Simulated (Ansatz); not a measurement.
# Si2H3F3 (SMILES F[Si](F)(F)[SiH3]) at r2SCAN0/cc-pVDZ

Aim: the vertical ionisation energy of Si2H3F3 at r2SCAN0/cc-pVDZ, from 2 runs. 

The calculation is run with Ansatz 0.2.0.

48 further runs of the same task are left out: 4 that didn't finish, 44 set aside as unsound or not needed.

### Step 1. The system as given

Si2H3F3: 8 atoms, total charge 0, spin state singlet. SMILES: `F[Si](F)(F)[SiH3]`. The coordinates come from a PBE0-D4/def2-TZVP relaxation.

Bond lengths: F1–Si2 1.582 Å, Si2–F3 1.582 Å, Si2–F4 1.582 Å, Si2–Si5 2.328 Å, Si5–H6 1.484 Å, Si5–H7 1.484 Å, Si5–H8 1.484 Å. Some angles: F1–Si2–F3 107.0°, F1–Si2–F4 107.0°, F1–Si2–Si5 111.9°, F3–Si2–F4 107.0°, F3–Si2–Si5 111.9°, F4–Si2–Si5 111.9°, Si2–Si5–H6 108.7°, Si2–Si5–H7 108.7°, Si2–Si5–H8 108.7°, H6–Si5–H7 110.2°.

### Step 2. A single-point energy at r2SCAN0/cc-pVDZ

Input file input.yaml:

```yaml
basis:
  gaussian: {orbitals: cc-pVDZ}
crystal:
  periodic: [false, false, false]
  atoms:
    - {symbol: F, position_ang: [1.310500, -1.060500, 1.504800]}
    - {symbol: Si, position_ang: [0.534400, -0.990500, 0.128500]}
    - {symbol: F, position_ang: [-0.479300, -2.204500, 0.107900]}
    - {symbol: F, position_ang: [1.595600, -1.255900, -1.013900]}
    - {symbol: Si, position_ang: [-0.550700, 1.050400, -0.152600]}
    - {symbol: H, position_ang: [-1.525600, 1.227900, 0.951900]}
    - {symbol: H, position_ang: [0.460600, 2.135800, -0.122800]}
    - {symbol: H, position_ang: [-1.253300, 1.040400, -1.459500]}
hamiltonian: {xc: {name: r2SCAN0}}
accuracy: high
output: {orbitals: {seedname: orbitals}}
```

Run with:

```
ansatz run input.yaml --threads 1 --pin off --max-ram 3480MiB --events-out events.jsonl --progress --plain --runs-dir runs
```

Standard output:

```text
Warning: RAYON_NUM_THREADS=1 ignored (pool sized by the plan → 1); use --threads N
Functional definition: r2SCAN0
  name "r2SCAN0"
  parameter a = 0.25
  parameter k0 = 0.174
  parameter k1 = 0.065
  parameter a1 = 4.9479
  exchange = (1 - a)*r2scan_x(k0 = k0, k1 = k1, a1 = a1) + a*exact_x
  correlation = r2scan_c
2061 factors; integrals over basis functions are off by at most 4.6e-9 eV
mean field evaluation 1: about -23950.2517 eV, gradient 4.4e1 eV
mean field evaluation 2: about -23948.2552 eV, gradient 5.8e1 eV
mean field evaluation 4: about -23953.1412 eV, gradient 1.5e0 eV
mean field evaluation 8: about -23953.3137 eV, gradient 4.7e-2 eV
mean field evaluation 16: about -23953.3137 eV, gradient 4.5e-6 eV
mean field -23953.31373476 eV, -880.2680436134 hartree, gradient 9.1e-9 eV, S^2 0.000000; 0 other end points of the search recorded, 0 dependent functions left out
reference -23953.31373543 eV, -880.2680436380 hartree; 29, 29 occupied and 64, 64 virtual orbitals, 2061 factors
Total energy: -23953.31373543 eV, -880.2680436380 hartree
```

Run time: 17 s. Hardware: 1 thread of Arm Neoverse V2, shared host; peak memory 0.41 GiB.

### Step 3. The doublet cation at the same level

Input file run.yaml:

```yaml
crystal:
  periodic: [false, false, false]
  atoms:
    - symbol: F
      position_ang: [1.310500, -1.060500, 1.504800]
    - symbol: Si
      position_ang: [0.534400, -0.990500, 0.128500]
    - symbol: F
      position_ang: [-0.479300, -2.204500, 0.107900]
    - symbol: F
      position_ang: [1.595600, -1.255900, -1.013900]
    - symbol: Si
      position_ang: [-0.550700, 1.050400, -0.152600]
    - symbol: H
      position_ang: [-1.525600, 1.227900, 0.951900]
    - symbol: H
      position_ang: [0.460600, 2.135800, -0.122800]
    - symbol: H
      position_ang: [-1.253300, 1.040400, -1.459500]
basis:
  gaussian: {orbitals: cc-pVDZ}
total_charge: 1
magnetization: {spin_polarized: true, initial_magnetization: 1}
hamiltonian: {xc: {name: r2SCAN0}}
accuracy: high
output: {orbitals: {seedname: orbitals}}
```

Run with:

```
ansatz run run.yaml --threads 1 --pin off --max-ram 3480MiB --events-out events.jsonl --progress --plain --runs-dir runs
```

Standard output, cut to the lines that bear on the results:

```text
Warning: RAYON_NUM_THREADS=1 ignored (pool sized by the plan → 1); use --threads N
[... 8 set-up lines as earlier in the session ...]
2061 factors; integrals over basis functions are off by at most 4.6e-9 eV
mean field evaluation 1: about -23932.3185 eV, gradient 5.4e1 eV
mean field evaluation 2: about -23906.1038 eV, gradient 9.9e1 eV
mean field evaluation 4: about -23941.3978 eV, gradient 1.6e0 eV
mean field evaluation 8: about -23941.5963 eV, gradient 2.5e-1 eV
mean field evaluation 16: about -23941.5969 eV, gradient 6.0e-4 eV
mean field evaluation 32: about -23941.5969 eV, gradient 4.7e-7 eV
mean field -23941.59691404 eV, -879.8374583935 hartree, gradient 9.2e-8 eV, S^2 0.755111; 4 other end points of the search recorded, 0 dependent functions left out
reference -23941.59691583 eV, -879.8374584595 hartree; 29, 28 occupied and 64, 65 virtual orbitals, 2061 factors
Total energy: -23941.59691583 eV, -879.8374584595 hartree
```

It took 39 s on 1 thread of Arm Neoverse V2, shared host; peak memory 0.67 GiB.

### Step 4. Results

At r2SCAN0/cc-pVDZ:

```
                                          quantity          value
                     singlet Si2H3F3: total energy  -880.26804 Eh
                      singlet Si2H3F3: HOMO energy       -9.55 eV
                      singlet Si2H3F3: LUMO energy        0.09 eV
                    singlet Si2H3F3: HOMO–LUMO gap        9.64 eV
                      doublet cation: total energy  -879.83746 Eh
doublet cation: HOMO energy (highest over α and β)      -16.88 eV
 doublet cation: LUMO energy (lowest over α and β)      -13.69 eV
                              doublet cation: ⟨S²⟩          0.755
vertical ionisation energy (to the doublet cation)      11.717 eV
```

In words: The vertical ionisation energy comes to 11.72 eV (270 kcal/mol). −ε(HOMO) before ionisation, 9.55 eV, is 2.17 eV below this ionisation energy.
